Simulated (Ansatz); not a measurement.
# CH5Si (SMILES C[SiH2]) at UPBE-QIDH/aug-cc-pVDZ

What is the electronic atomisation energy of CH5Si at UPBE-QIDH/aug-cc-pVDZ? 

Program for the calculation: Ansatz 0.2.0.

50 further runs of the same task are left out: 50 set aside as unsound or not needed.

### 1 The system as given

The species is CH5Si (7 atoms), meant as a doublet with charge 0. As SMILES, `C[SiH2]`. Geometry: relaxed at PBE0-D4/def2-TZVP.

Bond lengths: C1–Si2 1.875 Å, C1–H3 1.094 Å, C1–H4 1.092 Å, C1–H5 1.092 Å, Si2–H6 1.491 Å, Si2–H7 1.490 Å. Angles: C1–Si2–H6 111.8°, C1–Si2–H7 111.8°, Si2–C1–H3 110.5°, Si2–C1–H4 110.8°, Si2–C1–H5 110.8°, H6–Si2–H7 109.5°, H3–C1–H4 108.1°, H3–C1–H5 108.2°, H4–C1–H5 108.3°.

### 2 The energy at UPBE-QIDH/aug-cc-pVDZ

run.yaml reads:

```yaml
basis:
  gaussian: {orbitals: aug-cc-pVDZ}
crystal:
  periodic: [false, false, false]
  atoms:
    - {symbol: C, position_ang: [-0.122600, -0.803200, 0.095200]}
    - {symbol: Si, position_ang: [0.176200, 1.034800, 0.314000]}
    - {symbol: H, position_ang: [-0.204800, -1.054900, -0.966600]}
    - {symbol: H, position_ang: [0.699200, -1.383300, 0.519500]}
    - {symbol: H, position_ang: [-1.047100, -1.107700, 0.589500]}
    - {symbol: H, position_ang: [-0.951500, 1.846400, -0.225700]}
    - {symbol: H, position_ang: [1.450600, 1.468000, -0.326000]}
magnetization: {spin_polarized: true, initial_magnetization: 1}
hamiltonian: {xc: {name: PBE-QIDH}}
correlation: {frozen_orbitals: {C: 1, H: 0, Si: 5}}
accuracy: high
output: {orbitals: {seedname: orbitals}}
```

Command:

```
$ ansatz run run.yaml --threads 1 --pin off --max-ram 3480MiB --events-out events.jsonl --progress --plain --runs-dir runs
```

Standard output:

```text
Warning: RAYON_NUM_THREADS=1 ignored (pool sized by the plan → 1); use --threads N
Functional definition: PBE-QIDH
  name "PBE-QIDH"
  parameter a = 3^(-1/3)
  parameter c = 1/3
  exchange = (1 - a)*pbe_x + a*exact_x
  correlation = (1 - c)*pbe_c + c*(mp2_os + mp2_ss)
1901 factors; integrals over basis functions are off by at most 3.9e-9 eV
mean field evaluation 1: about -8981.7710 eV, gradient 2.3e1 eV
mean field evaluation 2: about -8981.7714 eV, gradient 2.3e1 eV
mean field evaluation 4: about -8984.5708 eV, gradient 1.3e0 eV
mean field evaluation 8: about -8984.5953 eV, gradient 2.8e-2 eV
mean field evaluation 16: about -8984.5953 eV, gradient 2.6e-5 eV
mean field -8984.59528810 eV, -330.1777868604 hartree, gradient 3.9e-8 eV, S^2 0.753196; 0 other end points of the search recorded, 0 dependent functions left out
6 core orbitals not correlated: weight in the atoms' cores, before any rotation towards them, 1.000 or more for the frozen orbitals, at most 0.000 for the correlated occupied ones
reference -8984.59529125 eV, -330.1777869762 hartree; 7, 6 occupied and 82, 83 virtual orbitals, 1901 factors
second order -7.68284748 eV of doubles, -0.00000000 eV of singles
Total energy: -8987.15624041 eV, -330.2719001219 hartree
```

Wall time 12 s (1 thread of Intel Xeon Platinum 8259CL at 2.50GHz (Skylake/Cascade Lake), shared host); peak memory 0.36 GiB.

### 3 The C atom at the same level

in.yaml reads:

```yaml
crystal:
  periodic: [false, false, false]
  atoms:
    - {symbol: C, position_ang: [0.000000, 0.000000, 0.000000]}
basis:
  gaussian:
    orbitals: aug-cc-pVDZ
total_charge: 0
magnetization:
  spin_polarized: true
  initial_magnetization: 2
hamiltonian:
  xc: {name: PBE-QIDH}
correlation:
  frozen_orbitals: {C: 1}
accuracy: high
```

Command:

```
$ ansatz run in.yaml --threads 1 --pin off --max-ram 3480MiB --events-out events.jsonl --progress --plain --runs-dir runs
```

Standard output (excerpt; [...] marks lines left out):

```text
Warning: RAYON_NUM_THREADS=1 ignored (pool sized by the plan → 1); use --threads N
[... 2 set-up lines as earlier in the session ...]
[...]
195 factors; integrals over basis functions are off by at most 2.5e-9 eV
[...]
mean field -1027.79532627 eV, -37.7707815756 hartree, gradient 1.2e-8 eV, S^2 2.006156; 0 other end points of the search recorded, 0 dependent functions left out
1 core orbitals not correlated: weight in the atoms' cores, before any rotation towards them, 1.000 or more for the frozen orbitals, at most 0.000 for the correlated occupied ones
reference -1027.79532760 eV, -37.7707816246 hartree; 3, 1 occupied and 19, 21 virtual orbitals, 195 factors
second order -1.68782045 eV of doubles, -0.00000000 eV of singles
Total energy: -1028.35793442 eV, -37.7914570439 hartree
```

It took 0.54 s on 1 thread of Intel Xeon Platinum 8259CL at 2.50GHz (Skylake/Cascade Lake), shared host; peak memory 0.096 GiB.

### 4 The H atom, same level

run.yaml reads:

```yaml
crystal:
  periodic: [false, false, false]
  atoms:
    - {symbol: H, position_ang: [0.000000, 0.000000, 0.000000]}
basis:
  gaussian:
    orbitals: aug-cc-pVDZ
magnetization:
  spin_polarized: true
  initial_magnetization: 1
hamiltonian:
  xc: {name: PBE-QIDH}
correlation:
  frozen_orbitals: {H: 0}
accuracy: high
```

Run the same way, it converges to -0.50137 Eh (log not shown).

### 5 The Si atom at the same level

job.yaml reads:

```yaml
crystal:
  periodic: [false, false, false]
  atoms:
    - {symbol: Si, position_ang: [0.000000, 0.000000, 0.000000]}
basis:
  gaussian: {orbitals: aug-cc-pVDZ}
total_charge: 0
magnetization: {spin_polarized: true, initial_magnetization: 2}
hamiltonian: {xc: {name: PBE-QIDH}}
correlation: {frozen_orbitals: {Si: 5}}
accuracy: high
```

Run the same way, it converges to -289.15593 Eh (log not shown).

### 6 Outcome

Level: UPBE-QIDH/aug-cc-pVDZ, 6 core orbitals frozen.

```
                                                          quantity          value
                                            molecule: total energy  -330.27190 Eh
molecule: HOMO energy (SCF part's orbitals) (highest over α and β)       -7.68 eV
 molecule: LUMO energy (SCF part's orbitals) (lowest over α and β)       -0.28 eV
                                                    molecule: ⟨S²⟩          0.753
                                              C atom: total energy   -37.79146 Eh
                                                      C atom: ⟨S²⟩          2.006
                                              H atom: total energy    -0.50137 Eh
                                                      H atom: ⟨S²⟩          0.750
                                             Si atom: total energy  -289.15593 Eh
                                                     Si atom: ⟨S²⟩          2.009
                                     electronic atomisation energy      22.250 eV
```

What this shows: Taking the molecule apart into free atoms costs 22.25 eV (513 kcal/mol), before zero-point energy and without spin-orbit coupling.
